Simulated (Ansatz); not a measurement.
# MnBr2: the cost of one run

Method: DFT r2SCAN+U, PAW, plane waves, scalar-relativistic; U − J = 1.4 eV on Mn d, in Ansatz 0.2.0.

The COD entry's cell or inner coordinates are ideal or old and differ from later refinements, so a difference from it is no clean test against experiment.

## (1) The structure to begin with

Symmetry: P-3m1, No. 164, trigonal system. The conventional cell has a = 3.820 Å, b = 3.820 Å, c = 6.190 Å, α = 90.00°, β = 90.00°, γ = 120.00°. Around Mn (site symmetry -3m) lie 6 Br at 2.69 Å. Br (site symmetry 3m) has 3 Mn at 2.69 Å as nearest neighbours.

As a file:

```cif
data_structure
_symmetry_space_group_name_H-M 'P-3m1'
_symmetry_Int_Tables_number 164
_cell_length_a 3.8200
_cell_length_b 3.8200
_cell_length_c 6.1900
_cell_angle_alpha 90.000
_cell_angle_beta 90.000
_cell_angle_gamma 120.000
_cell_volume 78.23
loop_
_atom_site_label
_atom_site_type_symbol
_atom_site_symmetry_multiplicity
_atom_site_Wyckoff_symbol
_atom_site_fract_x
_atom_site_fract_y
_atom_site_fract_z
_atom_site_occupancy
Mn1 Mn 1 a 0.00000 0.00000 0.00000 1
Br1 Br 2 d 0.66667 0.33333 0.25000 1
```

In tables a label like Br6 counts atoms in the order of input.yaml; a structure file may count by element.

First come: parallel moments, plain SCF; opposed moments +-, plain SCF; no spin polarisation; spin on, no moments given (the program may seed its own), plain SCF. Further starts follow from what these give.

“Plain SCF” means no search for lower states. Ends within 0.2 meV/atom and 0.1 μB count as one state.

Moments by site are taken inside atomic spheres; the rest lies between them.

## (2) Parallel moments, plain SCF

Input file input.yaml:

```yaml
crystal:
  lattice:
    - [3.82000128, 0.0, 0.0]
    - [-1.91000064, 3.30821815, 0.0]
    - [0.0, 0.0, 12.38]
  atoms:
    - { symbol: Mn, position: [0.0, 0.0, 0.0], spin: 4.5 }
    - { symbol: Mn, position: [0.0, 0.0, 0.5], spin: 4.5 }
    - { symbol: Br, position: [0.33333333, 0.66666667, 0.125] }
    - { symbol: Br, position: [0.33333333, 0.66666667, 0.625] }
    - { symbol: Br, position: [0.66666667, 0.33333333, 0.375] }
    - { symbol: Br, position: [0.66666667, 0.33333333, 0.875] }
magnetization:
  spin_polarized: true
hamiltonian:
  xc: r2scan
  pseudopotentials: { kind: paw }
  hubbard: { sites: [{ species: Mn, l: d, u_eff: 1.4 }] }
basis:
  ecutwfc: 500
kpoints:
  mp_grid: { grid: [6, 6, 2] }
scf:
  occupations: { method: fermi_dirac, width: 0.02 }
  lower_state_search: "off"
output:
  forces: true
  stress: true
```

Q: Estimate wall time and peak memory on 2 threads of an x86-64 CPU, shared host.

About 22 s, with a peak of 1.1 GiB.
